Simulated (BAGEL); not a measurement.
# triplet CH3AlO2S at 3 levels

Wanted: a comparison of 3 runs (UHF/STO-3G, ROHF/6-31G*, UHF/6-31G*) of triplet CH3AlO2S. 

Program for the calculation: BAGEL 1.2.2.

1 further run of the same task is left out (set aside as unsound or not needed).

### 1 The molecule

CH3AlO2S: 8 atoms, total charge 0, spin state triplet. SMILES of the parent species: `O[CH]1[S][Al]1[OH]`. The shape is that of a PBE0-D4/def2-TZVP optimisation. This is one conformer, not always the lowest. That shape belongs to the parent species and isn't relaxed for this state.

Bond lengths: O1–C2 1.376 Å, C2–Al4 1.913 Å, S3–Al4 2.106 Å, Al4–O5 1.678 Å, O1–H6 0.964 Å, C2–H7 1.090 Å, O5–H8 0.955 Å. Angles: O1–C2–Al4 121.2°, C2–Al4–S3 59.3°, C2–Al4–O5 149.7°, S3–Al4–O5 151.0°, O1–C2–H7 113.4°, Al4–C2–H7 123.4°, C2–O1–H6 109.7°, Al4–O5–H8 125.7°. A long bond or contact: C2–S3 1.996 Å.

### 2 The energy at UHF/STO-3G (density fitting with qzvpp-jkfit) (run 1)

Contents of hf.json:

```json
{ "bagel" : [

{
  "title" : "molecule",
  "basis" : "sto-3g",
  "df_basis" : "qzvpp-jkfit",
  "angstrom" : true,
  "geometry" : [
    { "atom" : "O", "xyz" : [   -0.016800,    1.792800,    0.704500 ] },
    { "atom" : "C", "xyz" : [    0.488300,    0.808600,   -0.113900 ] },
    { "atom" : "S", "xyz" : [    1.433800,   -0.664600,    0.845000 ] },
    { "atom" : "Al", "xyz" : [   -0.354900,   -0.904000,   -0.241400 ] },
    { "atom" : "O", "xyz" : [   -1.617000,   -1.859200,   -0.797900 ] },
    { "atom" : "H", "xyz" : [    0.695400,    2.375300,    0.990600 ] },
    { "atom" : "H", "xyz" : [    1.208900,    1.178900,   -0.843400 ] },
    { "atom" : "H", "xyz" : [   -1.745500,   -2.784800,   -0.599400 ] }
  ]
},
{
  "title" : "uhf",
  "nopen" : 2
},
{
  "title" : "print",
  "file" : "orbitals.molden",
  "orbitals" : true
}

]}
```

Started as:

```sh
$ BAGEL_NUM_THREADS=1 BAGEL hf.json > hf.out
```

Standard output:

```text
* using 1 threads per process

  ===============================================================
  ===============================================================

  *** Geometry ***

  { "atom" : "O", "xyz" : [     -0.031747,      3.387901,      1.331312 ] },
  { "atom" : "C", "xyz" : [      0.922753,      1.528033,     -0.215240 ] },
  { "atom" : "S", "xyz" : [      2.709489,     -1.255912,      1.596819 ] },
  { "atom" : "Al", "xyz" : [     -0.670664,     -1.708312,     -0.456180 ] },
  { "atom" : "O", "xyz" : [     -3.055687,     -3.513379,     -1.507812 ] },
  { "atom" : "H", "xyz" : [      1.314116,      4.488666,      1.871963 ] },
  { "atom" : "H", "xyz" : [      2.284490,      2.227798,     -1.593795 ] },
  { "atom" : "H", "xyz" : [     -3.298517,     -5.262509,     -1.132702 ] },

  Number of auxiliary basis functions:      539

  Since a DF basis is specified, we compute 2- and 3-index integrals:
    o Being stored without compression. Storage requirement is 0.006 GB

  Number of basis functions:       36
  Number of electrons      :       54

    * METHOD: MOLECULE                             0.19

  *** Open-shell HF ***

  === Nuclear Repulsion ===
   261.9275040720

      * DIIS with orbital gradients will be used.

  === UHF iteration (sto-3g) ===
      0       -818.59920962          0.03866206           0.06
      1       -818.74566324          0.02039575           0.06
      2       -818.78051451          0.01060254           0.06
      3       -818.79369154          0.00140126           0.06
      4       -818.79516633          0.00090295           0.06
      5       -818.79624303          0.00062395           0.06
      6       -818.79740647          0.00035369           0.06
      7       -818.79771505          0.00029362           0.06
      8       -818.79800387          0.00025612           0.06
      9       -818.79822134          0.00023722           0.05
     10       -818.79857745          0.00019705           0.06
     11       -818.79890099          0.00013979           0.06
     12       -818.79899721          0.00011609           0.06
     13       -818.79906202          0.00009959           0.06
     14       -818.79911046          0.00008640           0.06
     15       -818.79916463          0.00006142           0.06
[... 21 lines of this table left out ...]
     37       -818.79922408          0.00000008           0.06
     38       -818.79922408          0.00000006           0.06
     39       -818.79922408          0.00000003           0.06
     40       -818.79922408          0.00000002           0.06
     41       -818.79922408          0.00000001           0.06
     42       -818.79922408          0.00000001           0.06
     43       -818.79922408          0.00000001           0.06
     44       -818.79922408          0.00000001           0.06
    * SCF iteration converged.

    * S^2 (UHF) is 2.0444

    * Permanent dipole moment:
           (   -0.602921,    -0.484435,    -0.452022) a.u.

    * METHOD: UHF                                  2.59

    * METHOD: PRINT                                0.00

  ===============================================================
```

Wall time 3 s (1 thread of Arm Neoverse V2, shared host); peak memory 0.084 GiB.

### 3 A single-point energy at ROHF/6-31G(d) (density fitting with qzvpp-jkfit, spherical functions) (run 2)

Contents of job.json:

```json
{ "bagel": [

{
  "title": "molecule",
  "basis": "6-31gs.json",
  "df_basis": "qzvpp-jkfit",
  "angstrom": true,
  "geometry": [
    { "atom": "O", "xyz": [      -0.016800,       1.792800,       0.704500 ] },
    { "atom": "C", "xyz": [       0.488300,       0.808600,      -0.113900 ] },
    { "atom": "S", "xyz": [       1.433800,      -0.664600,       0.845000 ] },
    { "atom": "Al", "xyz": [      -0.354900,      -0.904000,      -0.241400 ] },
    { "atom": "O", "xyz": [      -1.617000,      -1.859200,      -0.797900 ] },
    { "atom": "H", "xyz": [       0.695400,       2.375300,       0.990600 ] },
    { "atom": "H", "xyz": [       1.208900,       1.178900,      -0.843400 ] },
    { "atom": "H", "xyz": [      -1.745500,      -2.784800,      -0.599400 ] }
  ]
},

{
  "title": "rohf",
  "nopen": 2
},

{
  "title": "print",
  "file": "orbitals.molden",
  "orbitals": true
}

]}
```

The basis set 6-31G* is read from a file made from the Basis Set Exchange's data (not shown).

Started as:

```sh
$ BAGEL_NUM_THREADS=1 BAGEL job.json > job.out
```

Standard output:

```text
* using 1 threads per process

  ===============================================================
  ===============================================================

  *** Geometry ***

  { "atom" : "O", "xyz" : [     -0.031747,      3.387901,      1.331312 ] },
  { "atom" : "C", "xyz" : [      0.922753,      1.528033,     -0.215240 ] },
  { "atom" : "S", "xyz" : [      2.709489,     -1.255912,      1.596819 ] },
  { "atom" : "Al", "xyz" : [     -0.670664,     -1.708312,     -0.456180 ] },
  { "atom" : "O", "xyz" : [     -3.055687,     -3.513379,     -1.507812 ] },
  { "atom" : "H", "xyz" : [      1.314116,      4.488666,      1.871963 ] },
  { "atom" : "H", "xyz" : [      2.284490,      2.227798,     -1.593795 ] },
  { "atom" : "H", "xyz" : [     -3.298517,     -5.262509,     -1.132702 ] },

  Number of auxiliary basis functions:      539

  Since a DF basis is specified, we compute 2- and 3-index integrals:
    o Being stored without compression. Storage requirement is 0.030 GB

  Number of basis functions:       84
  Number of electrons      :       54

    * METHOD: MOLECULE                             0.26

  *** Open-shell HF ***

  === Nuclear Repulsion ===
   261.9275040720

      * DIIS with orbital gradients will be used.

  === ROHF iteration (6-31gs.json) ===
      0       -828.29605866          0.04608689           0.15
      1       -828.45168891          0.03479551           0.15
      2       -828.53054730          0.02457495           0.15
      3       -828.60893748          0.00141328           0.15
      4       -828.61088501          0.00083670           0.15
      5       -828.61191603          0.00072661           0.15
      6       -828.61292844          0.00061339           0.15
      7       -828.61443059          0.00049574           0.15
      8       -828.61540783          0.00037076           0.15
      9       -828.61591799          0.00028152           0.15
     10       -828.61619098          0.00020902           0.15
     11       -828.61634442          0.00016365           0.15
     12       -828.61643361          0.00012931           0.15
     13       -828.61653231          0.00008872           0.15
     14       -828.61659864          0.00007252           0.15
     15       -828.61664362          0.00005658           0.15
[... 20 lines of this table left out ...]
     36       -828.61670223          0.00000006           0.15
     37       -828.61670222          0.00000004           0.15
     38       -828.61670222          0.00000003           0.15
     39       -828.61670222          0.00000002           0.15
     40       -828.61670222          0.00000002           0.15
     41       -828.61670222          0.00000001           0.15
     42       -828.61670222          0.00000001           0.15
     43       -828.61670222          0.00000001           0.15
    * SCF iteration converged.

    * S^2 (ROHF) is 2.0000

    * Permanent dipole moment:
           (   -0.612253,    -0.833170,    -0.705064) a.u.

    * METHOD: ROHF                                 6.74

    * METHOD: PRINT                                0.01

  ===============================================================
```

Run time: 7.2 s. Hardware: 1 thread of Arm Neoverse V2, shared host; peak memory 0.13 GiB.

### 4 The energy at UHF/6-31G(d) (density fitting with qzvpp-jkfit, spherical functions) (run 3)

Contents of input.json:

```json
{ "bagel": [

{
  "title": "molecule",
  "basis": "6-31gs.json",
  "df_basis": "qzvpp-jkfit",
  "angstrom": true,
  "geometry": [
    { "atom": "O", "xyz": [   -0.016800,    1.792800,    0.704500 ] },
    { "atom": "C", "xyz": [    0.488300,    0.808600,   -0.113900 ] },
    { "atom": "S", "xyz": [    1.433800,   -0.664600,    0.845000 ] },
    { "atom": "Al", "xyz": [   -0.354900,   -0.904000,   -0.241400 ] },
    { "atom": "O", "xyz": [   -1.617000,   -1.859200,   -0.797900 ] },
    { "atom": "H", "xyz": [    0.695400,    2.375300,    0.990600 ] },
    { "atom": "H", "xyz": [    1.208900,    1.178900,   -0.843400 ] },
    { "atom": "H", "xyz": [   -1.745500,   -2.784800,   -0.599400 ] }
  ]
},
{
  "title": "uhf",
  "nopen": 2
},
{
  "title": "print",
  "file": "orbitals.molden",
  "orbitals": true
}

]}
```

The basis set 6-31G* is read from a file made from the Basis Set Exchange's data (not shown).

Started as:

```sh
$ BAGEL_NUM_THREADS=1 BAGEL input.json > input.out
```

Standard output:

```text
* using 1 threads per process

  ===============================================================
  ===============================================================

  *** Geometry ***

  { "atom" : "O", "xyz" : [     -0.031747,      3.387901,      1.331312 ] },
  { "atom" : "C", "xyz" : [      0.922753,      1.528033,     -0.215240 ] },
  { "atom" : "S", "xyz" : [      2.709489,     -1.255912,      1.596819 ] },
  { "atom" : "Al", "xyz" : [     -0.670664,     -1.708312,     -0.456180 ] },
  { "atom" : "O", "xyz" : [     -3.055687,     -3.513379,     -1.507812 ] },
  { "atom" : "H", "xyz" : [      1.314116,      4.488666,      1.871963 ] },
  { "atom" : "H", "xyz" : [      2.284490,      2.227798,     -1.593795 ] },
  { "atom" : "H", "xyz" : [     -3.298517,     -5.262509,     -1.132702 ] },

  Number of auxiliary basis functions:      539

  Since a DF basis is specified, we compute 2- and 3-index integrals:
    o Being stored without compression. Storage requirement is 0.030 GB

  Number of basis functions:       84
  Number of electrons      :       54

    * METHOD: MOLECULE                             0.27

  *** Open-shell HF ***

  === Nuclear Repulsion ===
   261.9275040720

      * DIIS with orbital gradients will be used.

  === UHF iteration (6-31gs.json) ===
      0       -828.29605866          0.04608689           0.15
      1       -828.45795173          0.03471637           0.15
      2       -828.53837434          0.02446248           0.15
      3       -828.61580622          0.00139212           0.15
      4       -828.61815627          0.00083441           0.15
      5       -828.61938127          0.00070486           0.15
      6       -828.62063566          0.00058117           0.15
      7       -828.62246851          0.00040046           0.15
      8       -828.62314174          0.00027911           0.15
      9       -828.62357816          0.00019608           0.15
     10       -828.62377184          0.00015651           0.15
     11       -828.62385448          0.00010980           0.15
     12       -828.62392575          0.00007918           0.16
     13       -828.62396082          0.00005752           0.16
     14       -828.62397498          0.00004670           0.15
     15       -828.62398840          0.00003740           0.15
     16       -828.62399731          0.00002603           0.15
     17       -828.62400237          0.00001892           0.15
     18       -828.62400399          0.00001458           0.15
     19       -828.62400543          0.00001082           0.15
     20       -828.62400625          0.00000699           0.15
     21       -828.62400660          0.00000482           0.15
     22       -828.62400669          0.00000393           0.15
     23       -828.62400680          0.00000294           0.15
     24       -828.62400683          0.00000238           0.15
     25       -828.62400688          0.00000177           0.15
     26       -828.62400690          0.00000115           0.15
     27       -828.62400691          0.00000081           0.15
     28       -828.62400692          0.00000045           0.15
     29       -828.62400692          0.00000028           0.15
     30       -828.62400692          0.00000016           0.15
     31       -828.62400692          0.00000011           0.15
     32       -828.62400692          0.00000009           0.15
     33       -828.62400692          0.00000007           0.15
     34       -828.62400692          0.00000006           0.15
     35       -828.62400692          0.00000005           0.15
     36       -828.62400692          0.00000003           0.15
     37       -828.62400692          0.00000002           0.15
     38       -828.62400692          0.00000001           0.15
     39       -828.62400692          0.00000001           0.15
    * SCF iteration converged.

    * S^2 (UHF) is 2.0314

    * Permanent dipole moment:
           (   -0.637540,    -0.841240,    -0.736802) a.u.

    * METHOD: UHF                                  6.15

    * METHOD: PRINT                                0.01

  ===============================================================
```

Wall time 6.6 s (1 thread of Arm Neoverse V2, shared host); peak memory 0.13 GiB.

### 5 The series

```tsv
run	level	energy (Eh)	dipole moment (D)	⟨S²⟩	wall time
1	UHF/STO-3G (density fitting with qzvpp-jkfit)	-818.799224	2.28	2.044	3 s
2	ROHF/6-31G* (density fitting with qzvpp-jkfit, spherical functions)	-828.616702	3.18	2.000	7.2 s
3	UHF/6-31G* (density fitting with qzvpp-jkfit, spherical functions)	-828.624007	3.27	2.031	6.6 s
```

### 6 Results

| quantity | value |
| --- | --- |
| run 3: total energy | -828.62401 Eh |
| run 3: dipole moment | 3.27 D |
| run 3: ⟨S²⟩ | 2.031 |

In words: The dipole moment (its size) runs from 2.28 D (UHF/STO-3G) to 3.27 D (UHF/6-31G*). In run 1 the basis is minimal, so the values are rough. All runs together took 17 s, the longest 7.2 s.
